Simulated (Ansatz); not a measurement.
# C2H7FN2Si: rotation by 180° about the N2–C3 bond, part 2 of 2

Aim: the minimum-energy path and barrier of the rotation by 180° about the N2–C3 bond. The ends are relaxed first, then joined by a nudged elastic band. SMILES of the start: C=NC(F)N[SiH3].

Ansatz 0.2.0; RKS r2SCAN/def2-SVP.

## (5) Nudged elastic band

crystal.atoms is end A as relaxed above, and neb.final_atoms is end B, turned to lie on A. With 5 inner images the band has 7 in all. The start path is listed, through a guess of the saddle.

input.yaml reads:

```yaml
crystal:
  periodic: [false, false, false]
  atoms:
    - { symbol: C, position_ang: [-1.445053, -1.604034, 1.558981] }
    - { symbol: "N", position_ang: [-0.894819, -1.472023, 0.423129] }
    - { symbol: C, position_ang: [-0.591335, -0.161018, -0.059166] }
    - { symbol: F, position_ang: [-0.889098, 0.847323, 0.898772] }
    - { symbol: "N", position_ang: [0.760143, -0.090552, -0.455459] }
    - { symbol: Si, position_ang: [1.447368, 1.319958, -1.227882] }
    - { symbol: H, position_ang: [-1.668275, -2.620582, 1.915727] }
    - { symbol: H, position_ang: [-1.713269, -0.753496, 2.209821] }
    - { symbol: H, position_ang: [-1.264974, 0.068384, -0.906606] }
    - { symbol: H, position_ang: [1.360821, -0.70577, 0.088681] }
    - { symbol: H, position_ang: [2.694997, 0.888401, -1.921227] }
    - { symbol: H, position_ang: [0.427737, 1.802895, -2.203228] }
    - { symbol: H, position_ang: [1.796157, 2.445713, -0.306743] }
basis:
  gaussian: { orbitals: def2-SVP }
hamiltonian:
  xc: r2scan
neb:
  order_check: false
  images: 5
  f_tol: 0.05
  max_iterations: 60
  final_atoms:
    - { symbol: C, position_ang: [-1.09107512, -1.8479723, 1.02363985] }
    - { symbol: "N", position_ang: [-1.48960527, -0.65140973, 1.14680526] }
    - { symbol: C, position_ang: [-0.84138229, 0.38477031, 0.3861408] }
    - { symbol: F, position_ang: [-0.96958738, 1.55002164, 1.13786256] }
    - { symbol: "N", position_ang: [0.51712164, 0.14272105, 0.05217585] }
    - { symbol: Si, position_ang: [1.35255398, 1.01409008, -1.21970696] }
    - { symbol: H, position_ang: [-1.60421627, -2.63654602, 1.59482829] }
    - { symbol: H, position_ang: [-0.24963184, -2.14934646, 0.36819862] }
    - { symbol: H, position_ang: [-1.42360656, 0.54787707, -0.5417643] }
    - { symbol: H, position_ang: [1.06487748, -0.10435228, 0.87762786] }
    - { symbol: H, position_ang: [2.57688664, 0.23693118, -1.56765371] }
    - { symbol: H, position_ang: [0.40999133, 1.07053619, -2.37345053] }
    - { symbol: H, position_ang: [1.76807367, 2.40787828, -0.8699036] }
  initial_path:
    images:
      - { positions_ang: [[-1.445053, -1.604034, 1.558981], [-0.894819, -1.472023, 0.423129], [-0.591335, -0.161018, -0.059166], [-0.889098, 0.847323, 0.898772], [0.760143, -0.090552, -0.455459], [1.447368, 1.319958, -1.227882], [-1.668275, -2.620582, 1.915727], [-1.713269, -0.753496, 2.209821], [-1.264974, 0.068384, -0.906606], [1.360821, -0.70577, 0.088681], [2.694997, 0.888401, -1.921227], [0.427737, 1.802895, -2.203228], [1.796157, 2.445713, -0.306743]] }
      - { positions_ang: [[-1.45225444, -1.66364461, 1.41458476], [-0.80050385, -1.29035372, 0.77064968], [-0.55614182, -0.04120653, 0.14207575], [-0.66086151, 1.00824027, 1.02501557], [0.74950647, -0.06715402, -0.38526407], [1.39828558, 1.25038721, -1.2766118], [-1.66600542, -2.63807138, 1.8341529], [-1.82829647, -1.0472364, 1.5218206], [-1.28879491, 0.16006579, -0.61596654], [1.39517738, -0.54236132, 0.21267153], [2.60566096, 0.75138111, -1.96770551], [0.35702712, 1.67716054, -2.23137001], [1.76760092, 2.40799205, -0.42925287]] }
      - { positions_ang: [[-1.45945589, -1.72325521, 1.27018852], [-0.7061887, -1.10868444, 1.11817037], [-0.52094865, 0.07860494, 0.34331749], [-0.43262502, 1.16915754, 1.15125915], [0.73886995, -0.04375603, -0.31506914], [1.34920316, 1.18081641, -1.32534159], [-1.66373584, -2.65556076, 1.7525788], [-1.94332395, -1.3409768, 0.8338202], [-1.31261582, 0.25174759, -0.32532708], [1.42953376, -0.37895264, 0.33666206], [2.51632492, 0.61436122, -2.01418403], [0.28631723, 1.55142609, -2.25951202], [1.73904483, 2.3702711, -0.55176273]] }
      - { positions_ang: [[-1.46665733, -1.78286582, 1.12579228], [-0.61187355, -0.92701516, 1.46569105], [-0.48575547, 0.19841641, 0.54455924], [-0.20438853, 1.33007482, 1.27750272], [0.72823342, -0.02035805, -0.24487421], [1.30012075, 1.11124562, -1.37407139], [-1.66146626, -2.67305014, 1.6710047], [-2.05835142, -1.63471721, 0.14581981], [-1.33643674, 0.34342938, -0.03468762], [1.46389014, -0.21554397, 0.46065259], [2.42698889, 0.47734133, -2.06066254], [0.21560735, 1.42569163, -2.28765403], [1.71048875, 2.33255015, -0.6742726]] }
      - { positions_ang: [[-1.34146326, -1.80456798, 1.09174147], [-0.90445079, -0.83514668, 1.35939579], [-0.60429774, 0.26053437, 0.49175309], [-0.45945481, 1.40339042, 1.230956], [0.65786283, 0.03400165, -0.14585752], [1.31759849, 1.07886044, -1.32261658], [-1.64238293, -2.6608821, 1.64561256], [-1.45544489, -1.80626029, 0.21994608], [-1.36549335, 0.41157861, -0.20371318], [1.33088592, -0.17848007, 0.59964434], [2.47695481, 0.39720461, -1.89632627], [0.28040201, 1.30730649, -2.31625286], [1.72968372, 2.35765953, -0.73948293]] }
      - { positions_ang: [[-1.21626919, -1.82627014, 1.05769066], [-1.19702803, -0.7432782, 1.25310053], [-0.72284002, 0.32265234, 0.43894695], [-0.7145211, 1.47670603, 1.18440928], [0.58749224, 0.08836135, -0.04684084], [1.33507623, 1.04647526, -1.27116177], [-1.6232996, -2.64871406, 1.62022043], [-0.85253836, -1.97780338, 0.29407235], [-1.39454995, 0.47972784, -0.37273874], [1.1978817, -0.14141618, 0.7386361], [2.52692072, 0.31706789, -1.73198999], [0.34519667, 1.18892134, -2.3448517], [1.7488787, 2.3827689, -0.80469327]] }
      - { positions_ang: [[-1.09107512, -1.8479723, 1.02363985], [-1.48960527, -0.65140973, 1.14680526], [-0.84138229, 0.38477031, 0.3861408], [-0.96958738, 1.55002164, 1.13786256], [0.51712164, 0.14272105, 0.05217585], [1.35255398, 1.01409008, -1.21970696], [-1.60421627, -2.63654602, 1.59482829], [-0.24963184, -2.14934646, 0.36819862], [-1.42360656, 0.54787707, -0.5417643], [1.06487748, -0.10435228, 0.87762786], [2.57688664, 0.23693118, -1.56765371], [0.40999133, 1.07053619, -2.37345053], [1.76807367, 2.40787828, -0.8699036]] }
```

On the command line:

```bash
ansatz run input.yaml --threads 2 --pin off --max-ram 3072MiB --backend cpu --events-out ev --progress --plain --runs-dir out
```

Log (excerpt; [...] marks lines left out):

```text
Warning: RAYON_NUM_THREADS=2 ignored (pool sized by the plan → 2); use --threads N
[...]
Functional definition: r2SCAN
[...]
1410 factors; their error is unknown
[...]
mean field -15748.85476243 eV, -578.7597375621 hartree, gradient 1.5e-5 eV, S^2 0.000000; 0 other end points of the search recorded, 0 dependent functions left out
[...]
reference -15748.85477357 eV, -578.7597379717 hartree; 28, 28 occupied and 95, 95 virtual orbitals, 1410 factors
1410 factors; their error is unknown
[...]
mean field -15748.74146748 eV, -578.7555740496 hartree, gradient 4.0e-5 eV, S^2 0.000000; 0 other end points of the search recorded, 0 dependent functions left out
[...]
reference -15748.74147783 eV, -578.7555744300 hartree; 28, 28 occupied and 95, 95 virtual orbitals, 1410 factors
NEB end point (image 0): max|allowed force component| = 7.476e-3 eV/Å (the criterion of neb.relax_end_points is 1.000e-2)
[...]
Atom 3 at    -0.802878     1.579223     1.149087 Å, force     0.000818    -0.000279     0.001222 eV/Å
Atom 4 at     0.615997     0.110925     0.034392 Å, force     0.000029    -0.003816    -0.002083 eV/Å
Atom 5 at     1.345760     1.053070    -1.252943 Å, force     0.002725     0.004688    -0.002414 eV/Å
Atom 6 at    -1.552830    -2.632278     1.697098 Å, force    -0.003749    -0.000412     0.001162 eV/Å
Atom 7 at    -0.985805    -2.147797    -0.034634 Å, force    -0.001116    -0.004196    -0.006810 eV/Å
Atom 8 at    -1.392552     0.430321    -0.373394 Å, force    -0.000571     0.000248    -0.000309 eV/Å
Atom 9 at     1.224269    -0.179321     0.800890 Å, force    -0.000639     0.001256     0.002195 eV/Å
Atom 10 at     2.547369     0.304338    -1.721029 Å, force    -0.000762    -0.001019    -0.000700 eV/Å
Atom 11 at     0.320632     1.148188    -2.331754 Å, force     0.000112    -0.000973    -0.000326 eV/Å
Atom 12 at     1.773928     2.435516    -0.875909 Å, force    -0.000509     0.000529     0.000423 eV/Å
Dipole moment:     0.147814    -0.473031    -0.289990 e Å
this run last wrote the band of iteration 15 to <dir>
```

Run time: 6.2 min. Hardware: 2 threads of Arm Neoverse V1, shared host; peak memory 0.19 GiB.

## (6) What the band shows

The 5 inner images lie between the fixed ends 0 and 6. Energy is taken from image 0, and the path length is the program's own coordinate along the band.

| image | path (Å) | energy (eV) | dihedral C1–N2–C3–F4 (°) | band force (eV/Å) |
| --- | --- | --- | --- | --- |
| 0 | 0.000 | 0.0000 | 4 | - |
| 1 | 1.027 | 0.0650 | 36 | 0.024 |
| 2 | 2.054 | 0.0946 | 78 | 0.010 |
| 3 | 3.080 | 0.0488 | 105 | 0.027 |
| 4 | 4.106 | 0.0785 | 136 | 0.025 |
| 5* | 5.133 | 0.1408 | 175 | 0.009 |
| 6 | 6.026 | 0.1133 | -151 | - |

The star marks the climbing image.

image, energy (eV) and a bar:
```
        0      0.000 
        1      0.065 ##############
        2      0.095 ####################
        3      0.049 ##########
        4      0.079 #################
        5      0.141 ##############################
        6      0.113 ########################
```

How the highest energy settled:

```csv
iteration,highest image above image 0 (eV),largest band force (eV/Å)
1,12.4624,45.586
3,1.3864,5.991
5,0.1702,1.101
7,0.1464,0.549
9,0.1422,0.130
11,0.1411,0.110
13,0.1409,0.132
15,0.1408,0.027
```

Positions of all images (Å):

```xyz
13
image=0 dE=0.0000
C    -1.445   -1.604    1.559
N    -0.895   -1.472    0.423
C    -0.591   -0.161   -0.059
F    -0.889    0.847    0.899
N     0.760   -0.091   -0.455
Si    1.447    1.320   -1.228
H    -1.668   -2.621    1.916
H    -1.713   -0.753    2.210
H    -1.265    0.068   -0.907
H     1.361   -0.706    0.089
H     2.695    0.888   -1.921
H     0.428    1.803   -2.203
H     1.796    2.446   -0.307
13
image=1 dE=0.0650
C    -1.593   -1.645    1.464
N    -0.629   -1.476    0.658
C    -0.430   -0.154    0.121
F    -0.743    0.826    1.098
N     0.888   -0.017   -0.345
Si    1.437    1.336   -1.301
H    -1.770   -2.652    1.872
H    -2.275   -0.836    1.783
H    -1.156    0.038   -0.693
H     1.546   -0.595    0.174
H     2.604    0.886   -2.114
H     0.288    1.710   -2.177
H     1.854    2.544   -0.523
13
image=2 dE=0.0946
C    -1.636   -1.692    1.349
N    -0.467   -1.312    1.041
C    -0.364   -0.085    0.283
F    -0.543    0.969    1.202
N     0.894   -0.033   -0.340
Si    1.406    1.311   -1.339
H    -1.763   -2.600    1.957
H    -2.559   -1.151    1.054
H    -1.182    0.047   -0.456
H     1.590   -0.532    0.214
H     2.610    0.867   -2.099
H     0.275    1.620   -2.260
H     1.760    2.556   -0.590
13
image=3 dE=0.0488
C    -1.598   -1.764    1.162
N    -0.508   -1.126    1.266
C    -0.367    0.076    0.487
F    -0.499    1.135    1.397
N     0.889    0.069   -0.145
Si    1.368    1.221   -1.372
H    -1.745   -2.679    1.755
H    -2.432   -1.451    0.500
H    -1.178    0.229   -0.258
H     1.598   -0.347    0.458
H     2.523    0.640   -2.113
H     0.190    1.398   -2.270
H     1.777    2.564   -0.854
13
image=4 dE=0.0785
C    -1.425   -1.824    1.027
N    -0.728   -0.855    1.453
C    -0.519    0.252    0.556
F    -0.709    1.410    1.311
N     0.785    0.163    0.026
Si    1.359    1.116   -1.322
H    -1.574   -2.704    1.670
H    -1.890   -1.851    0.020
H    -1.263    0.311   -0.266
H     1.448   -0.161    0.729
H     2.468    0.366   -1.979
H     0.199    1.267   -2.247
H     1.870    2.475   -0.963
13
image=5 dE=0.1408
C    -1.228   -1.842    1.004
N    -1.141   -0.651    1.427
C    -0.704    0.356    0.492
F    -0.803    1.579    1.149
N     0.616    0.111    0.034
Si    1.346    1.053   -1.253
H    -1.553   -2.632    1.697
H    -0.986   -2.148   -0.035
H    -1.393    0.430   -0.373
H     1.224   -0.179    0.801
H     2.547    0.304   -1.721
H     0.321    1.148   -2.332
H     1.774    2.436   -0.876
13
image=6 dE=0.1133
C    -1.091   -1.848    1.024
N    -1.490   -0.651    1.147
C    -0.841    0.385    0.386
F    -0.970    1.550    1.138
N     0.517    0.143    0.052
Si    1.353    1.014   -1.220
H    -1.604   -2.637    1.595
H    -0.250   -2.149    0.368
H    -1.424    0.548   -0.542
H     1.065   -0.104    0.878
H     2.577    0.237   -1.568
H     0.410    1.071   -2.373
H     1.768    2.408   -0.870
```

## (7) Frequencies at the highest image

The geometry is the highest inner image of the first converged band.

input.yaml reads:

```yaml
crystal:
  periodic: [false, false, false]
  atoms:
    - { symbol: C, position_ang: [-1.228431, -1.841776, 1.003557] }
    - { symbol: "N", position_ang: [-1.140805, -0.651044, 1.427395] }
    - { symbol: C, position_ang: [-0.704256, 0.355832, 0.492043] }
    - { symbol: F, position_ang: [-0.802878, 1.579223, 1.149087] }
    - { symbol: "N", position_ang: [0.615997, 0.110925, 0.034392] }
    - { symbol: Si, position_ang: [1.34576, 1.05307, -1.252943] }
    - { symbol: H, position_ang: [-1.55283, -2.632278, 1.697098] }
    - { symbol: H, position_ang: [-0.985805, -2.147797, -0.034634] }
    - { symbol: H, position_ang: [-1.392552, 0.430321, -0.373394] }
    - { symbol: H, position_ang: [1.224269, -0.179321, 0.80089] }
    - { symbol: H, position_ang: [2.547369, 0.304338, -1.721029] }
    - { symbol: H, position_ang: [0.320632, 1.148188, -2.331754] }
    - { symbol: H, position_ang: [1.773928, 2.435516, -0.875909] }
basis:
  gaussian: { orbitals: def2-SVP }
hamiltonian:
  xc: r2scan
phonons: {}
```

On the command line:

```bash
ansatz run input.yaml --threads 2 --pin off --max-ram 3072MiB --backend cpu --events-out ev --progress --plain --runs-dir out
```

Log (excerpt; [...] marks lines left out):

```text
Warning: RAYON_NUM_THREADS=2 ignored (pool sized by the plan → 2); use --threads N
[...]
[... 1 set-up line as earlier in the session ...]
[...]
1410 factors; their error is unknown
[...]
mean field -15748.71393152 eV, -578.7545621218 hartree, gradient 3.7e-5 eV, S^2 0.000000; 0 other end points of the search recorded, 0 dependent functions left out
[...]
reference -15748.71394179 eV, -578.7545624991 hartree; 28, 28 occupied and 95, 95 virtual orbitals, 1410 factors
[...]
1410 factors; their error is unknown
mean field -15748.71389840 eV, -578.7545609047 hartree, gradient 1.5e-6 eV, S^2 0.000000; 0 other end points of the search recorded, 0 dependent functions left out
[...]
reference -15748.71390867 eV, -578.7545612821 hartree; 28, 28 occupied and 95, 95 virtual orbitals, 1410 factors
[...]
1410 factors; their error is unknown
[...]
mean field -15748.71385151 eV, -578.7545591815 hartree, gradient 1.5e-6 eV, S^2 0.000000; 0 other end points of the search recorded, 0 dependent functions left out
[...]
WARN: phonons: modes at or below zero, which the zero-point energy, F, S and C_V leave out: 1, the lowest at -113.49 cm⁻¹. A minimum has none, and a first-order saddle one
[...]
Atom 5 at     1.345760     1.053070    -1.252943 Å, force     0.002763     0.004796    -0.002732 eV/Å
Atom 6 at    -1.552830    -2.632278     1.697098 Å, force    -0.003736    -0.000375     0.001199 eV/Å
Atom 7 at    -0.985805    -2.147797    -0.034634 Å, force    -0.001138    -0.004152    -0.006850 eV/Å
Atom 8 at    -1.392552     0.430321    -0.373394 Å, force    -0.000530     0.000238    -0.000330 eV/Å
Atom 9 at     1.224269    -0.179321     0.800890 Å, force    -0.000674     0.001273     0.002236 eV/Å
Atom 10 at     2.547369     0.304338    -1.721029 Å, force    -0.000702    -0.001051    -0.000726 eV/Å
Atom 11 at     0.320632     1.148188    -2.331754 Å, force     0.000098    -0.001039    -0.000296 eV/Å
Atom 12 at     1.773928     2.435516    -0.875909 Å, force    -0.000499     0.000632     0.000412 eV/Å
Dipole moment:     0.147811    -0.473038    -0.289986 e Å
Vibrations: -113.49 63.02 121.11 184.08 268.04 449.13 473.77 514.23 605.01 657.65 717.68 733.10 886.08 916.20 960.36 972.26 998.73 1055.33 1065.12 1185.96 1220.82 1289.26 1364.22 1424.65 1477.14 1754.08 2209.37 2235.47 2243.42 2999.37 3013.65 3141.52 3543.65 cm⁻¹, zero-point energy 2.525774 eV
```

Wall time 3.9 min (2 threads of Arm Neoverse V1, shared host); peak memory 0.18 GiB.

Of 33 modes, 1 is imaginary by more than 30 cm⁻¹ (113i cm⁻¹).

## (8) Results

This closing draws on all 2 parts.

| quantity | value |
| --- | --- |
| end A | 18 moves, 0.686 eV lower |
| end B | 14 moves, 0.894 eV lower |
| barrier forwards | 0.141 eV |
| barrier backwards | 0.028 eV |
| second end relative to first | +0.113 eV |
| highest image | 5 of 0 to 6, climbing |
| band iterations | 15 |
| imaginary modes at the top | 113i cm⁻¹ |

What this shows: Along this path the system climbs 0.14 eV from the first end (5 kT at 300 K). Going back costs 0.028 eV, since the second end is 0.11 eV above the first. Image 3 sits in a dip between two rises: the path passes through another minimum, and each half would need a band of its own. The listed dihedral goes from 4° at end A through 175° at the highest image to -151° at end B; the relaxed ends differ by 155° in it rather than the 180° set up, and other torsions can move along the band as well. The top lies far from the middle of that turn, so other motions may share in it and the barrier need not be this torsion's alone. One imaginary mode, as a first-order saddle point has. Zero-point energy and entropy are left out.
